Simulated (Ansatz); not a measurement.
**C₃H₅NSSi: small, medium and large basis sets**

One table from this session's results is given with a row withheld; the runs are named, their logs left out.

The runs use Ansatz 0.2.0, Gaussian basis; one geometry, several basis sets.

Plan: PBE0-D4/def2-SVP; ωB97M-V/def2-SVP; PBE0-D4/def2-QZVPP; ωB97M-V/def2-QZVPP; the functionals' def2-TZVPP values are taken from earlier runs.

## Structure used throughout

The geometry comes from an earlier relaxation with PBE0-D4 in a triple-zeta def2 set; it is a stationary point, not always the lowest conformer.

11 atoms, charge 0, spin multiplicity 1.

Atoms are counted from 1 here; the program's logs count them from 0.

Bond lengths: C1–C2 1.204 Å, C1–H7 1.063 Å, C2–N3 1.328 Å, N3–C4 1.462 Å, N3–Si6 1.736 Å, C4–S5 1.845 Å, C4–H8 1.092 Å, C4–H9 1.092 Å, S5–Si6 2.131 Å, Si6–H10 1.485 Å, Si6–H11 1.485 Å. Angles: C2–C1–H7 179.8°, C1–C2–N3 179.9°, C2–N3–C4 122.4°, C2–N3–Si6 136.5°, C4–N3–Si6 101.1°, N3–C4–S5 100.3°, N3–C4–H8 112.4°, N3–C4–H9 112.4°, S5–C4–H8 110.6°, S5–C4–H9 110.6°, H8–C4–H9 110.2°, C4–S5–Si6 76.7°, N3–Si6–S5 81.9°, N3–Si6–H10 115.4°, N3–Si6–H11 115.4°, S5–Si6–H10 117.1°, S5–Si6–H11 117.1°, H10–Si6–H11 108.3°.

The first run:

The input, in.yaml:

```yaml
crystal:
  periodic: [false, false, false]
  atoms:
    - {symbol: C, position_ang: [2.601180, -0.294646, 0.164244]}
    - {symbol: C, position_ang: [1.407660, -0.158136, 0.084072]}
    - {symbol: N, position_ang: [0.091358, -0.008414, -0.002705]}
    - {symbol: C, position_ang: [-0.798654, -0.228360, 1.136264]}
    - {symbol: S, position_ang: [-2.431254, 0.128750, 0.354888]}
    - {symbol: Si, position_ang: [-1.048200, 0.423160, -1.239831]}
    - {symbol: H, position_ang: [3.655072, -0.414235, 0.231082]}
    - {symbol: H, position_ang: [-0.605457, 0.467227, 1.955809]}
    - {symbol: H, position_ang: [-0.763819, -1.258075, 1.498601]}
    - {symbol: H, position_ang: [-0.915395, 1.802236, -1.774617]}
    - {symbol: H, position_ang: [-1.127192, -0.516306, -2.387308]}
basis:
  gaussian: {orbitals: def2-SVP}
hamiltonian: {xc: pbe0, dispersion: d4}
output: {orbitals: {seedname: orbitals}}
```

Command:

```bash
$ ansatz run in.yaml --threads 4 --pin off --events-out ev --progress --plain --max-ram 10444MiB
```

Among the steps run: PBE0-D4 in def2-SVP; ωB97M-V in def2-SVP; PBE0-D4 in def2-QZVPP; ωB97M-V in def2-QZVPP.

One of the session's tables, all rows but one given; the rest of the session is left out.

It belongs to the step «Functionals by basis». 

| functional | basis | HOMO (eV) |
| --- | --- | --- |
| PBE0-D4 | def2-SVP | -6.48 |
| PBE0-D4 | def2-TZVPP | -6.56 |
| PBE0-D4 | def2-QZVPP | -6.58 |
| ωB97M-V | def2-SVP | ? |
| ωB97M-V | def2-TZVPP | -8.72 |
| ωB97M-V | def2-QZVPP | -8.75 |

**Question.** Estimate the row for ωB97M-V, def2-SVP.

The run gave: HOMO (eV): -8.62. In the column «HOMO (eV)» it lies between ωB97M-V, def2-TZVPP (-8.72) and PBE0-D4, def2-QZVPP (-6.58).
